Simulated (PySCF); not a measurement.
**BLYP/def2-SVPD run of BHOF2 (difluorohydroxyborane)**

What is the vertical singlet–triplet gap of BHOF2 (difluorohydroxyborane) at BLYP/def2-SVPD? Input form: a Python script.

Program for the calculation: PySCF 2.14.0.

2 further runs of the same task are left out: 1 that didn't finish, 1 set aside as unsound or not needed.

## (1) The structure to begin with

The species is BHOF2 (5 atoms), meant as a singlet with charge 0. As SMILES, `OB(F)F`. The shape is that of a PBE0-D4/def2-TZVP optimisation.

Bond lengths: O1–B2 1.345 Å, B2–F3 1.317 Å, B2–F4 1.327 Å, O1–H5 0.960 Å. Angles: O1–B2–F3 119.5°, O1–B2–F4 122.2°, F3–B2–F4 118.3°, B2–O1–H5 113.5°.

## (2) The energy at BLYP/def2-SVPD

Contents of mol.xyz:

```xyz
5

O      0.038630     1.000750     0.174310
B      0.105760    -0.342460     0.137210
F      0.731030    -0.986880     1.100700
F     -0.439530    -1.051930    -0.843330
H     -0.435890     1.380520    -0.568880
```

Contents of run.py:

```python
from pyscf import gto, dft

system = gto.M(
    atom='mol.xyz',
    verbose=3,
    basis='def2-svpd',
    max_memory=1860,
)

mf = dft.RKS(system, xc='blyp')
mf.conv_tol = 1e-10
mf.grids.level = 5
mf.kernel()
if not mf.converged:
    mf = mf.newton().run(mf.mo_coeff, mf.mo_occ)

etot = mf.e_tot
print(f'total energy: {etot:.8f} hartree')
```

Run with:

```
$ OMP_NUM_THREADS=1 python run.py
```

Output:

```text
converged SCF energy = -300.298185015392
total energy: -300.29818502 hartree
```

Run time: 14 s. Hardware: 1 thread of Arm Neoverse V1, shared host; peak memory 0.47 GiB.

## (3) The triplet at the same level

Contents of job.py:

```python
from pyscf import gto, dft

system = gto.M(
    atom='''
O      0.038630     1.000750     0.174310
B      0.105760    -0.342460     0.137210
F      0.731030    -0.986880     1.100700
F     -0.439530    -1.051930    -0.843330
H     -0.435890     1.380520    -0.568880
''',
    spin=2,
    basis='def2-svpd',
    verbose=3,
    max_memory=1860,
)

mf = dft.UKS(system, xc='blyp')
mf.conv_tol = 1e-10
mf.grids.level = 5
mf.kernel()
if not mf.converged:
    mf = mf.newton().run(mf.mo_coeff, mf.mo_occ)

e_final = mf.e_tot
print(f'total energy: {e_final:.8f} hartree')
```

Run with:

```
$ OMP_NUM_THREADS=1 python job.py
```

Output:

```text
WARN: HOMO -0.0422484560836347 >= LUMO -0.431286564581387

WARN: HOMO -0.121402469021834 >= LUMO -0.316610210220374

WARN: HOMO -0.0930835198250075 >= LUMO -0.388225639452549

WARN: HOMO -0.079713392115067 >= LUMO -0.38943496066307

WARN: HOMO -0.069219014098671 >= LUMO -0.378757356068361

WARN: HOMO -0.0784251697043586 >= LUMO -0.412718111559205

WARN: HOMO -0.0872727298625378 >= LUMO -0.426525400806164

WARN: HOMO -0.0788490111087712 >= LUMO -0.409325017137914

WARN: HOMO -0.082131289729257 >= LUMO -0.41645003012213

WARN: HOMO -0.0837457949099387 >= LUMO -0.418702500388219

WARN: HOMO -0.0836091843071031 >= LUMO -0.418741317898263

WARN: HOMO -0.0850230467172387 >= LUMO -0.421165498344939

WARN: HOMO -0.0853582962112848 >= LUMO -0.421746227042144

WARN: HOMO -0.0852571804087536 >= LUMO -0.421559040829459

WARN: HOMO -0.0852972626598619 >= LUMO -0.421651550241438

WARN: HOMO -0.0853906524288002 >= LUMO -0.421897909848557

WARN: HOMO -0.0853551012642494 >= LUMO -0.421825186016871

WARN: HOMO -0.0853745536945708 >= LUMO -0.421869338579193

WARN: HOMO -0.0853614915422992 >= LUMO -0.42184933212517

WARN: HOMO -0.0853641250900638 >= LUMO -0.42185222632787

WARN: HOMO -0.0853618947920732 >= LUMO -0.421845690016763

WARN: HOMO -0.0853638225548913 >= LUMO -0.421855142413707

WARN: HOMO -0.0853678526957077 >= LUMO -0.421858116776242

WARN: HOMO -0.0853679178313079 >= LUMO -0.421858186853034

WARN: HOMO -0.0853681465195453 >= LUMO -0.421859258648817

WARN: HOMO -0.0853677460394933 >= LUMO -0.42185767827882

WARN: HOMO -0.0853676629925064 >= LUMO -0.421857688155022

WARN: HOMO -0.0853676990048686 >= LUMO -0.42185771348971

WARN: HOMO -0.0853676523603407 >= LUMO -0.421857612279166

converged SCF energy = -299.981010928227  <S^2> = 2.0022661  2S+1 = 3.0015104
total energy: -299.98101093 hartree
```

Wall time 58 s (1 thread of Arm Neoverse V1, shared host); peak memory 0.51 GiB.

## (4) Outcome

At BLYP/def2-SVPD:

| quantity | value |
| --- | --- |
| singlet: total energy | -300.29819 Eh |
| singlet: dipole moment | 1.95 D |
| singlet: HOMO energy | -8.99 eV |
| singlet: LUMO energy | -0.95 eV |
| singlet: HOMO–LUMO gap | 8.04 eV |
| triplet: total energy | -299.98101 Eh |
| triplet: dipole moment | 1.14 D |
| triplet: HOMO energy (highest over α and β) | -2.32 eV |
| triplet: ⟨S²⟩ | 2.002 |
| vertical energy of the triplet above the singlet | 8.631 eV |

At this shape the triplet lies 8.63 eV (199 kcal/mol) above the singlet.
